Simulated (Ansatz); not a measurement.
# Mo2WS6: the cost of one run

Program: Ansatz 0.2.0. Level of theory: DFT LDA, scalar-relativistic, plane waves, PAW. These are calculated values, not measurements.

1 further run of the same task is left out (set aside as unsound or not needed). Runs told in other sessions of the task aren't counted.

## 1. The starting structure

Symmetry: P-62m, No. 189, hexagonal system. The conventional cell has a = 5.520 Å, b = 5.520 Å, c = 7.892 Å, α = 90.00°, β = 90.00°, γ = 120.00°. Around Mo (site symmetry -6) lie 6 S at 2.42 Å. W (site symmetry -62m) has 6 S at 2.41 Å in its first shell of neighbours. S (site symmetry m) has 1 W at 2.41 Å and 2 Mo at 2.42 Å in its first shell of neighbours.

As a file:

```
Mo W S
1.0
     5.51997    0.00000    0.00000
    -2.75998    4.78043    0.00000
     0.00000    0.00000    7.89240
Mo W S
2 1 6
Direct
  0.33333 0.66667 0.00000
  0.66667 0.33333 0.00000
  0.00000 0.00000 0.00000
  0.33281 0.00000 0.19822
  0.00000 0.33281 0.19822
  0.66719 0.66719 0.19822
  0.33281 0.00000 0.80178
  0.00000 0.33281 0.80178
  0.66719 0.66719 0.80178
```

It is the end of an earlier relaxation with the same method, from a generated guess; it is a trial structure. At a tolerance of 0.02 Å it has space group P-62m (No. 189); it has 23.14 Å³/atom, an uncorrected energy of -0.87 eV/atom over the elements and, on its mesh, gap 1.48 eV.

## 2. Level of theory: LDA

The input, input.yaml:

```yaml
crystal:
  lattice:
    - [5.5199670788, 2.89e-08, 0.0]
    - [-2.7599835644, 4.7804317039, 0.0]
    - [0.0, 0.0, 7.8924041]
  atoms:
    - { symbol: Mo, position: [0.3333333333, 0.6666666667, 0.0] }
    - { symbol: Mo, position: [0.6666666667, 0.3333333333, 0.0] }
    - { symbol: W, position: [0.0, 0.0, 0.0] }
    - { symbol: S, position: [0.332812, 0.0, 0.198215] }
    - { symbol: S, position: [0.0, 0.332812, 0.198215] }
    - { symbol: S, position: [0.667188, 0.667188, 0.198215] }
    - { symbol: S, position: [0.332812, 0.0, 0.801785] }
    - { symbol: S, position: [0.0, 0.332812, 0.801785] }
    - { symbol: S, position: [0.667188, 0.667188, 0.801785] }
basis:
  ecutwfc: 420
kpoints:
  mp_grid: { grid: [6, 6, 4] }
  band_path:
    path:
      - [[0.0, 0.0, 0.0], [0.5, 0.0, 0.0], [0.33333333, 0.33333333, 0.0], [0.0, 0.0, 0.0], [0.0, 0.0, 0.5], [0.5, 0.0, 0.5], [0.33333333, 0.33333333, 0.5], [0.0, 0.0, 0.5]]
      - [[0.5, 0.0, 0.5], [0.5, 0.0, 0.0]]
      - [[0.33333333, 0.33333333, 0.5], [0.33333333, 0.33333333, 0.0]]
    npoints: 14
hamiltonian:
  xc: lda
scf:
  occupations: { method: gaussian, width: 0.02 }
  n_extra_bands: 22
output:
  forces: true
  stress: true
  eigenvalues: true
  populations: true
  dos: { projected: true, de: 0.02, nscf_kmesh: { grid: [9, 9, 6] } }
  bader: true
  write_density: true
  write_potential: true
  elf: true
  volumetric_format: npy
```

The run is started by

```
> ansatz run input.yaml --threads 4 --pin off --max-ram 8192MiB --backend cpu --events-out ev --progress --plain --runs-dir out
```

Q: Estimate wall time and peak memory on 4 threads of AMD EPYC 7R43 (Zen 3), shared host.

About 74 s, with a peak of 1.2 GiB.
